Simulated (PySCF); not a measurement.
# singlet C2H3Cl2Si+ at 5 levels

Wanted: a comparison of 5 runs (B3LYP/6-31G*, B2PLYP/def2-SVP, M06-2X/def2-SVP, M06-L/def2-SVP, wB97M-V/def2-SVP) of singlet C2H3Cl2Si+. 

The calculation is run with PySCF 2.14.0.

1 further run of the same task is left out (set aside as unsound or not needed).

## (1) The system as given

The species is C2H3Cl2Si+ (8 atoms), meant as a singlet with charge +1. SMILES of the parent species: `[H]/[C]=C/[SiH](Cl)Cl`. The shape is that of a PBE0-D4/def2-TZVP optimisation. This is one conformer, not always the lowest. That shape belongs to the parent species and isn't relaxed for this state.

Bond lengths: C1–C2 1.302 Å, C2–Si3 1.849 Å, Si3–Cl4 2.046 Å, Si3–Cl5 2.046 Å, C1–H6 1.081 Å, C2–H7 1.096 Å, Si3–H8 1.473 Å. Angles: C1–C2–Si3 119.3°, C2–Si3–Cl4 109.6°, C2–Si3–Cl5 109.6°, Cl4–Si3–Cl5 108.1°, C1–C2–H7 121.6°, Si3–C2–H7 119.1°, C2–C1–H6 140.4°, C2–Si3–H8 111.7°, Cl4–Si3–H8 108.9°, Cl5–Si3–H8 108.9°.

## (2) A single-point energy at B3LYP/6-31G(d) (spherical functions) (run 1)

calc.py reads:

```python
from pyscf import gto, dft

mol = gto.M(
    atom='''
C       -0.467200       1.549800       0.659300
C       -0.193600       0.279100       0.737900
Si       0.301600      -0.635800      -0.791100
Cl      -1.013100      -2.166600      -1.130900
Cl       2.164100      -1.443500      -0.534600
H       -0.772500       2.376400       1.285600
H       -0.249600      -0.262100       1.689000
H        0.322500       0.245600      -1.971100
''',
    basis='6-31g*',
    verbose=4,
    max_memory=1860,
    charge=1,
)

mf = dft.RKS(mol, xc='b3lyp')
mf.grids.level = 5
mf.conv_tol = 1e-10
mf.kernel()
if not mf.converged:
    mf = mf.newton().run(mf.mo_coeff, mf.mo_occ)

e_tot = mf.e_tot
print(f'total energy: {e_tot:.8f} hartree')
```

Run with:

```sh
$ OMP_NUM_THREADS=1 python calc.py
```

What it wrote:

```text
PySCF version 2.14.0

[... 82 lines left out ...]
converged SCF energy = -1287.55174620534
total energy: -1287.55174621 hartree
```

Wall time 24 s (1 thread of Intel Xeon at 2.70GHz, shared host); peak memory 0.46 GiB.

## (3) A single-point energy at B2PLYP/def2-SVP (run 2)

start.xyz reads:

```xyz
8
C2H3Cl2Si
C     -0.467200     1.549800     0.659300
C     -0.193600     0.279100     0.737900
Si     0.301600    -0.635800    -0.791100
Cl    -1.013100    -2.166600    -1.130900
Cl     2.164100    -1.443500    -0.534600
H     -0.772500     2.376400     1.285600
H     -0.249600    -0.262100     1.689000
H      0.322500     0.245600    -1.971100
```

input.py reads:

```python
from pyscf import gto, dft, mp

mol = gto.M(
    atom='start.xyz',
    basis='def2-svp',
    spin=0,
    verbose=4,
    max_memory=1860,
    charge=1,
)

mf = dft.RKS(mol)
mf.xc = '0.53*HF + 0.47*B88, 0.73*LYP'
mf.conv_tol = 1e-10
mf.grids.level = 5
mf.kernel()
if not mf.converged:
    mf = mf.newton().run(mf.mo_coeff, mf.mo_occ)

pt = mp.MP2(mf, frozen=17).run()
e_final = mf.e_tot + 0.27 * pt.e_corr
print('PT2 part  %.8f' % (0.27 * pt.e_corr))
print(f'total energy: {e_final:.8f} hartree')
```

Run with:

```sh
$ OMP_NUM_THREADS=1 python input.py
```

What it wrote:

```text
PySCF version 2.14.0

[... 82 lines left out ...]
converged SCF energy = -1286.421176931
[... 1 line left out ...]
******** <class 'pyscf.mp.mp2.RMP2'> ********
nocc = 14, nmo = 80
frozen orbitals 17
E(RMP2) = -1287.1706421432  E_corr = -0.749465212204113
E(SCS-RMP2) = -1287.15589066037  E_corr = -0.734713729369454
E_corr(same-spin) = -0.18997445224094
E_corr(oppo-spin) = -0.559490759963173
PT2 part  -0.20235561
total energy: -1286.62353254 hartree
```

It took 26 s on 1 thread of Intel Xeon at 2.70GHz, shared host; peak memory 0.51 GiB.

Runs 3 to 4 aren't shown in full; the table further down has their settings and results.

## (4) The energy at wB97M-V/def2-SVP (run 5)

calc.py reads:

```python
from pyscf import gto, dft

mol = gto.M(
    atom=[
    ('C', (-0.467200, 1.549800, 0.659300)),
    ('C', (-0.193600, 0.279100, 0.737900)),
    ('Si', (0.301600, -0.635800, -0.791100)),
    ('Cl', (-1.013100, -2.166600, -1.130900)),
    ('Cl', (2.164100, -1.443500, -0.534600)),
    ('H', (-0.772500, 2.376400, 1.285600)),
    ('H', (-0.249600, -0.262100, 1.689000)),
    ('H', (0.322500, 0.245600, -1.971100)),
],
    verbose=4,
    max_memory=1860,
    charge=1,
    basis='def2-svp',
)

myscf = dft.RKS(mol)
myscf.xc = 'wb97m-v'
myscf.conv_tol = 1e-10
myscf.grids.level = 5
myscf.nlcgrids.level = 1
myscf.kernel()
if not myscf.converged:
    myscf = myscf.newton().run(myscf.mo_coeff, myscf.mo_occ)

etot = myscf.e_tot
print(f'total energy: {etot:.8f} hartree')
```

Run with:

```sh
$ OMP_NUM_THREADS=1 python calc.py
```

What it wrote:

```text
PySCF version 2.14.0

[... 94 lines left out ...]
converged SCF energy = -1287.03686577973
total energy: -1287.03686578 hartree
```

Run time: 2.3 min. Hardware: 1 thread of Intel Xeon at 2.70GHz, shared host; peak memory 0.56 GiB.

## (5) All runs side by side

| run | level | frozen core orbitals | nlc grid | energy (Eh) | HOMO energy (eV) | LUMO energy (eV) | HOMO–LUMO gap (eV) | wall time |
| --- | --- | --- | --- | --- | --- | --- | --- | --- |
| 1 | B3LYP/6-31G* (spherical functions) | – | – | -1287.551746 | -13.36 | -11.52 | 1.84 | 24 s |
| 2 | B2PLYP/def2-SVP | 17 | – | -1286.623533 | -14.62 | -9.95 | 4.67 | 26 s |
| 3 | M06-2X/def2-SVP | – | – | -1287.048958 | -14.85 | -10.37 | 4.48 | 50 s |
| 4 | M06-L/def2-SVP | – | – | -1287.132841 | -12.76 | -11.99 | 0.77 | 47 s |
| 5 | wB97M-V/def2-SVP | – | 1 | -1287.036866 | -15.71 | -9.16 | 6.55 | 2.3 min |

## (6) Summary of results

| quantity | value |
| --- | --- |
| run 5: total energy | -1287.03687 Eh |
| run 5: HOMO energy | -15.71 eV |
| run 5: LUMO energy | -9.16 eV |
| run 5: HOMO–LUMO gap | 6.55 eV |

What this shows: The HOMO–LUMO gap runs from 0.77 eV (M06-L/def2-SVP) to 6.55 eV (wB97M-V/def2-SVP). Totals of different functionals can't be ranked against each other. All runs together took 4.8 min, the longest 2.3 min.
